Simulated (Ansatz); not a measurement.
# Cs3Pb2S3: the cost of one run

Method: DFT PBE, scalar-relativistic, plane waves, PAW, in Ansatz 0.2.0.

## Step 1: Starting point

It takes space group P6/mmm (No. 191, hexagonal). Conventional cell: a = 7.070 Å, b = 7.070 Å, c = 6.582 Å, α = 90.00°, β = 90.00°, γ = 120.00°. Around Cs (site symmetry 6/mmm) lie 6 Cs at 4.08 Å. Around Cs (site symmetry -6m2) lie 2 Pb at 3.29 Å. Pb (site symmetry -6m2) has 3 S at 2.04 Å in its first shell of neighbours. S (site symmetry mmm) is surrounded by 2 Pb at 2.04 Å.

Structure file:

```
CELL_PARAMETERS angstrom
7.07025 0.00000 0.00000
-3.53513 6.12302 0.00000
0.00000 0.00000 6.58215
ATOMIC_POSITIONS crystal
Cs 0.00000 0.00000 0.00000
Cs 0.33333 0.66667 0.00000
Cs 0.66667 0.33333 0.00000
Pb 0.33333 0.66667 0.50000
Pb 0.66667 0.33333 0.50000
S 0.50000 0.00000 0.50000
S 0.00000 0.50000 0.50000
S 0.50000 0.50000 0.50000
```

Recipe of the guess: random cell by space group and Wyckoff sites (P6/mmm, No. 191). Its size is a rough estimate.

## Step 2: The guess as it stands, on a coarse mesh

input.yaml

```yaml
crystal:
  lattice:
    - [7.07025253, 0.0, 0.0]
    - [-3.53512627, 6.12301831, 0.0]
    - [0.0, 0.0, 6.58214547]
  atoms:
    - { symbol: Cs, position: [0.0, 0.0, 0.0] }
    - { symbol: Cs, position: [0.33333333, 0.66666667, 0.0] }
    - { symbol: Cs, position: [0.66666667, 0.33333333, 0.0] }
    - { symbol: Pb, position: [0.33333333, 0.66666667, 0.5] }
    - { symbol: Pb, position: [0.66666667, 0.33333333, 0.5] }
    - { symbol: S, position: [0.5, 0.0, 0.5] }
    - { symbol: S, position: [0.0, 0.5, 0.5] }
    - { symbol: S, position: [0.5, 0.5, 0.5] }
basis:
  ecutwfc: 420
kpoints:
  mp_grid: { grid: [3, 3, 4] }
hamiltonian:
  xc: pbe
scf:
  occupations: { method: gaussian, width: 0.1 }
  lower_state_search: "off"
output:
  forces: true
  stress: true
  eigenvalues: true
```

Run with:

```console
$ ansatz run input.yaml --threads 1 --pin off --max-ram 2560MiB --backend cpu --events-out ev --progress --plain --runs-dir out
```

**Question.** How long does this run take on 1 thread of AMD EPYC 7R13 (Zen 3), shared host, and how much memory does it need?

About 7.2 s, with a peak of 0.6 GiB.
